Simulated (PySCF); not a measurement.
# A diatomic session: SnBr

One table from this session's results is given with a row withheld; the runs are named, their logs left out.

The runs use PySCF 2.14.0; Sn cc-pVDZ-PP with ECP28, Br cc-pVDZ-PP with ECP10, scalar-relativistic core potentials.

Set-up of the first run:

A driver script around PySCF takes these settings:

```
atoms                         : Sn, Br
charge                        : 0
basis                         : Sn cc-pVDZ-PP with ECP28, Br cc-pVDZ-PP with ECP10
Hamiltonian                   : scalar-relativistic core potentials
basis functions               : 46
electrons treated             : 47
masses in u                   : 119.9022, 78.9183
levels                        : PBE0, PBE, r²SCAN, TPSSh, r²SCAN0, BHandHLYP, HF, MP2, SCS-MP2, CCSD, CCSD(T)
grid                          : 80 radial by 434 angular points
occupations                   : held fixed by the projection of orbital angular momentum
dissociation limit            : Sn + Br, each in its ground configuration
starting distance in angstrom : 2.465
values of 2S to try           : 1, 3
```

Run with:

```
$ OMP_NUM_THREADS=1 python dia.py task.json out
```

Among the steps run: Set-up; PBE0 along the bond; Other states along the same grid; PBE; r²SCAN; TPSSh (hybrid meta-GGA); r²SCAN0 (hybrid meta-GGA); BHandHLYP; UHF (mean field); MP2 and coupled cluster.

One table of the session follows, with a row left open; its other results are not shown here.

It belongs to the step «The curves together». Energy (eV) from each level's lowest point:

```
R (Å)    UHF  UHF-MP2  UHF-SCS-MP2  UHF-CCSD  UHF-CCSD(T)
2.188  1.148    1.081        1.119       n/a          n/a
2.290  0.521    0.472        0.499     0.501        0.506
2.391  0.175    0.145        0.161     0.162        0.165
2.468      ?        ?            ?         ?            ?
2.544  0.000    0.000        0.000     0.000        0.000
2.620  0.015    0.030        0.022     0.022        0.020
2.722  0.103    0.139        0.121     0.120        0.116
2.849  0.285    0.347        0.318     0.315        0.309
3.002  0.565    0.654        0.614     0.607        0.598
3.205  0.977    1.101        1.048       n/a          n/a
```

Estimate the missing values for R (Å) = 2.468.

Worked estimate for «UHF». A straight line through the neighbours (2.391, 0.175) and (2.544, 0.000) gives 0.175 + (0.000 − 0.175) × (2.468 − 2.391) / (2.544 − 2.391) = 0.087; a parabola fitted to 4 rows on both sides gives 0.041.

As computed: UHF: 0.047; UHF-MP2: 0.031; UHF-SCS-MP2: 0.039; UHF-CCSD: 0.040; UHF-CCSD(T): 0.041. In «UHF» the line misses by +0.040 and the parabola by -0.006.
